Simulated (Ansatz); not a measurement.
# GaH (triplet): wave-function methods side by side, cc-pVQZ

One table from this session's results is given with a row withheld; the runs are named, their logs left out.

The runs use Ansatz 0.2.0, Gaussian basis; cc-pVQZ, core rule «outside noble gas», up to 14 orbitals frozen.

Plan: UHF; CCSD(T) on ROHF; CCSD(T) on UHF; BCCD(T) on ROHF; CCSDT(Q) on ROHF; CCSDT(Q) on UHF; Full CI.

17 further runs of the same task are left out: 4 for a known fault of the program, 6 that didn't finish, 7 set aside as unsound or not needed. Runs told in other sessions of the task aren't counted.

### The geometry

The geometry is a PBE0/def2-TZVP stationary point (not a proven minimum). No spin-orbit coupling is included. The filled d shell of Ga may be among the frozen orbitals whatever the setting's name suggests.

2 atoms, charge 0, spin multiplicity 3.

Atoms are counted from 1 here; the program's logs count them from 0.

Bond lengths: Ga1–H2 1.607 Å.

The first run:

Input file in.yaml:

```yaml
crystal:
  periodic: [false, false, false]
  atoms:
    - {symbol: Ga, position_ang: [0.000000, 0.000000, 0.000000]}
    - {symbol: H, position_ang: [0.000000, 0.000000, 1.606800]}
basis:
  gaussian: {orbitals: cc-pVQZ}
magnetization: {spin_polarized: true, initial_magnetization: 2}
hamiltonian: {xc: hf}
output: {orbitals: {seedname: orbitals}}
```

The run is started by

```console
$ ansatz run in.yaml --threads 1 --pin off --events-out ev --progress --plain --max-ram 2393MiB
```

Among the steps run: UHF; CCSD(T) on ROHF; CCSD(T) on UHF; BCCD(T) on ROHF; CCSDT(Q) on ROHF; CCSDT(Q) on UHF; Full CI.

One table of the session follows, with a row left open; its other results are not shown here.

It belongs to the step «Misses and costs». 

| method | from FCI (meV) |
| --- | --- |
| ROHF | +1681.7 |
| UHF | +1590.6 |
| RMP2 | +422.6 |
| UMP2 | +385.2 |
| RCCSD | +55.3 |
| UCCSD | +32.8 |
| RCCSD(T) | +11.2 |
| UCCSD(T) | -7.8 |
| BCCD(T) | ? |
| RCCSDT | -1.7 |
| UCCSDT | -20.2 |
| RCCSDT(Q) | -2.3 |
| UCCSDT(Q) | -20.8 |
| FCI | 0 |

**Question.** Estimate the row for BCCD(T).

**Answer.** from FCI (meV): +10.5. In the column «from FCI (meV)» it lies between FCI (0) and RCCSD(T) (+11.2).

Caveats from the session: UCCSD(T), UCCSDT, RCCSDT(Q), UCCSDT(Q) fall below full CI: unrestricted runs freeze a spin-polarised core, another one than full CI's, and coupled cluster isn't variational. Levels on UHF freeze UHF's core orbitals, full CI those of ROHF, so the U rows can settle a little off it for that reason alone. Restricted and unrestricted rows rest on different reference determinants; a gap between their highest levels can come from leftover correlation error, from unlike frozen cores or from another state.
